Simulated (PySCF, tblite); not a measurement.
# C₅H₁₁ClOSi: geometry, infrared bands and NMR shifts

Aim: predict the infrared bands and NMR shifts of C₅H₁₁ClOSi (`C/C([SiH3])=C(/Cl)CCO`).

Computed with tblite 0.8.0 and PySCF 2.14.0, with density-fitted response routines of our own, on a single molecule in the gas phase. Atoms are numbered from 0 throughout.

### Step 1. The starting structure

19 atoms, charge 0, multiplicity 1; geometry from: force field or distance geometry start.

Bonds of the start (Å): C0–C1 1.52, C1–Si2 1.88, C1–C3 1.36, C3–Cl4 1.73, C3–C5 1.52, C5–C6 1.53, C6–O7 1.43, C0–H8 1.10, C0–H9 1.08, C0–H10 1.11, Si2–H11 1.49, Si2–H12 1.48, Si2–H13 1.49, C5–H14 1.09, C5–H15 1.08, C6–H16 1.09, C6–H17 1.10, O7–H18 0.98.

### Step 2. Optimising the geometry with GFN2-xTB

Job settings and geometry (Å):

```
{"job": {"kind": "relax", "xc": "GFN2-xTB", "basis": "xTB"}, "charge": 0, "multiplicity": 1}
C     -0.996400    -1.052200     1.050700
C     -0.931800     0.237900     0.240300
Si    -2.140400     1.519100     0.892500
C     -0.079700     0.432500    -0.796700
Cl    -0.015100     1.931300    -1.667200
C      0.873200    -0.603700    -1.362400
C      2.317300    -0.404800    -0.882500
O      2.459000    -0.745200     0.501200
H     -0.909900    -0.852400     2.127200
H     -0.211700    -1.758500     0.819600
H     -1.960700    -1.561600     0.868600
H     -2.946700     0.930100     1.998900
H     -1.406800     2.695900     1.418700
H     -3.068700     1.928100    -0.201900
H      0.544100    -1.610500    -1.120800
H      0.855100    -0.541000    -2.443500
H      2.671500     0.621400    -1.020400
H      2.979900    -1.075900    -1.442700
H      1.958000    -0.081200     1.013100
```

Started as:

```bash
OMP_NUM_THREADS=1 python probes_run.py task.json out
```

The driver reads the jobs from task.json and runs them one after another.

**Question.** This job is followed by: GFN2-xTB harmonic vibrations, gas phase; GIAO PBE0/pcSseg-1 NMR shielding, non-relativistic, gas phase. What will the session give for the following? strongest single infrared mode (GFN2-xTB); zero-point energy (GFN2-xTB); ¹³C shifts against TMS (PBE0/pcSseg-1); ¹H shifts against TMS (PBE0/pcSseg-1, means over atoms taken as alike); ²⁹Si shifts against TMS (PBE0/pcSseg-1); ³⁵Cl shifts against HCl (PBE0/pcSseg-1); ¹⁷O shifts against H2O (PBE0/pcSseg-1).

As calculated:

| quantity | value |
| --- | --- |
| strongest single infrared mode (GFN2-xTB) | 2252 cm⁻¹, 411 km/mol |
| zero-point energy (GFN2-xTB) | 90.1 kcal/mol |
| ¹³C shifts against TMS (PBE0/pcSseg-1) | 152.8, 138.0, 64.6, 44.0, 22.9 ppm |
| ¹H shifts against TMS (PBE0/pcSseg-1, means over atoms taken as alike) | 4.22, 3.93, 2.75, 2.14, 0.89 ppm |
| ²⁹Si shifts against TMS (PBE0/pcSseg-1) | -76.7 ppm |
| ³⁵Cl shifts against HCl (PBE0/pcSseg-1) | 293 ppm |
| ¹⁷O shifts against H2O (PBE0/pcSseg-1) | 34.4 ppm |

In words: Relaxing lowered the energy by 0.185 eV in 57 steps; the close pair that moved most is Si2–H13, from 1.492 to 1.461 Å. No mode is imaginary among the 51: a minimum at this level. The strongest single mode, at 2252 cm⁻¹, moves mainly H11. GFN2-xTB is a fitted tight-binding method: band positions and strengths are rough. Its intensities can rank the bands wrongly. At PBE0/pcSseg-1: Shielding is most anisotropic at Cl4 (span 457 ppm, paramagnetic term -493 ppm).
